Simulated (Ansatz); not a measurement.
# CoHO2: the cost of one run

The runs use Ansatz 0.2.0, Gaussian basis; def2-SVP, all electrons in the functionals.

Plan: PBE, revPBE, r2SCAN, PBE0, B3LYP, at charge 0, triplet; charge 0, singlet; charge 0, quintet; charge 1, doublet; charge 1, quartet (not every functional at every point).

5 further runs of the same task are left out: 1 that didn't finish, 4 set aside as unsound or not needed. Runs told in other sessions of the task aren't counted.

### 1 What is computed

The geometry is a PBE0/def2-TZVP stationary point (not a proven minimum).

4 atoms, charge 0, spin multiplicity 3.

Atoms are counted from 1 here; the program's logs count them from 0.

Bond lengths: Co1–O2 1.711 Å, Co1–O3 1.599 Å, Co1–H4 1.462 Å. Angles: O2–Co1–O3 162.8°, O2–Co1–H4 104.5°, O3–Co1–H4 92.8°.

No dispersion term is added. B3LYP takes the VWN-RPA correlation.

The geometry shown and the zero of energy belong to the point charge 0, triplet. The yardstick, UCCSD(T), and other wave-function levels (R restricted, U unrestricted, valence and pair active spaces) come from earlier runs.

### 2 PBE, charge 0, triplet

Input file in.yaml:

```yaml
crystal:
  periodic: [false, false, false]
  atoms:
    - {symbol: Co, position_ang: [0.000000, -0.070044, 0.018767]}
    - {symbol: O, position_ang: [0.000000, 0.160190, -1.676458]}
    - {symbol: O, position_ang: [0.000000, 0.193723, 1.595363]}
    - {symbol: H, position_ang: [0.000000, -1.522403, 0.189965]}
basis:
  gaussian: {orbitals: def2-SVP}
magnetization: {spin_polarized: true, initial_magnetization: 2}
hamiltonian: {xc: {name: PBE}}
output: {orbitals: {seedname: orbitals}}
```

The run is started by

```
$ ansatz run in.yaml --threads 1 --pin off --events-out ev --progress --plain --max-ram 4096MiB --backend cpu
```

What time and memory should one allow on 1 thread of AMD EPYC 7R13, shared host?

About 23 s, with a peak of 0.29 GiB.
